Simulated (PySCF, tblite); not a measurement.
# C4H11BClN: geometry, infrared bands and NMR shifts

Wanted: the infrared bands and NMR shifts of C4H11BClN (`C[N@@H+]1CC[B@@-]1(C)Cl`), by calculation.

Computed with tblite 0.8.0 and PySCF 2.14.0, with density-fitted response routines of our own, on a single molecule in the gas phase. Atoms are numbered from 0 throughout.

### Step 1. The molecule as given

18 atoms, charge 0, multiplicity 1; geometry from: force field or distance geometry start.

Bonds of the start (Å): C0–N1 1.43, N1–C2 1.44, C2–C3 1.50, C3–B4 1.62, B4–C5 1.58, B4–Cl6 1.85, B4–N1 1.50, C0–H7 1.09, C0–H8 1.12, C0–H9 1.13, N1–H10 1.06, C2–H11 1.11, C2–H12 1.11, C3–H13 1.09, C3–H14 1.11, C5–H15 1.13, C5–H16 1.12, C5–H17 1.10.

### Step 2. Relaxing the molecule with GFN2-xTB

What the job is given:

```
{"job": {"kind": "relax", "xc": "GFN2-xTB", "basis": "xTB"}, "charge": 0, "multiplicity": 1}
C     -1.131600    -1.267800    -0.234000
N     -0.675200    -0.213300     0.619100
C     -1.098600     1.124300     0.312100
C      0.102600     1.310800    -0.567400
B      0.744000     0.257200     0.481900
C      1.759700    -0.660500    -0.305300
Cl     1.385900     1.024000     2.038400
H     -0.773800    -1.147500    -1.261200
H     -0.883300    -2.276500     0.183000
H     -2.263900    -1.247200    -0.258100
H     -0.912100    -0.451200     1.625400
H     -1.024800     1.761700     1.211800
H     -2.060100     1.197500    -0.235100
H      0.613000     2.277600    -0.529100
H      0.054800     0.825900    -1.560000
H      2.528600    -1.114000     0.386100
H      2.352800     0.015300    -0.976400
H      1.273400    -1.410100    -0.943100
```

Started as:

```console
$ OMP_NUM_THREADS=1 python probes_run.py task.json out
```

One launch serves the whole session: the jobs run in the order shown.

**Question.** This job is followed by: GFN2-xTB harmonic vibrations, gas phase; GIAO PBE0/pcSseg-1 NMR shielding, non-relativistic, gas phase. What will the session give for the following? strongest single infrared mode (GFN2-xTB); zero-point energy (GFN2-xTB); ¹³C shifts against TMS (PBE0/pcSseg-1); ¹H shifts against TMS (PBE0/pcSseg-1, means over atoms taken as alike); ¹⁵N shifts against NH3 (PBE0/pcSseg-1); ¹¹B shifts against BF3·OEt2 (PBE0/pcSseg-1); ³⁵Cl shifts against HCl (PBE0/pcSseg-1).

**Answer**, as computed:

| quantity | value |
| --- | --- |
| strongest single infrared mode (GFN2-xTB) | 1023 cm⁻¹, 133 km/mol |
| zero-point energy (GFN2-xTB) | 95.9 kcal/mol |
| ¹³C shifts against TMS (PBE0/pcSseg-1) | 49.1, 34.5, 18.1, 5.3 ppm |
| ¹H shifts against TMS (PBE0/pcSseg-1, means over atoms taken as alike) | 3.58, 2.81, 2.50, 2.37, 1.13, 0.97, 0.08 ppm |
| ¹⁵N shifts against NH3 (PBE0/pcSseg-1) | 76.1 ppm |
| ¹¹B shifts against BF3·OEt2 (PBE0/pcSseg-1) | 2.7 ppm |
| ³⁵Cl shifts against HCl (PBE0/pcSseg-1) | 81 ppm |

Over 152 steps the energy fell by 1.209 eV; of the close pairs, N1–B4 changed most, 1.501 to 1.673 Å. No mode is imaginary among the 48: a minimum at this level. The strongest single mode, at 1023 cm⁻¹, is spread over many atoms; the largest shares are those of H10, B4. GFN2-xTB is a fitted tight-binding method: band positions and strengths are rough. Its intensities can rank the bands wrongly. At PBE0/pcSseg-1: The largest span, 262 ppm, is at Cl6, where the paramagnetic term is -281 ppm.
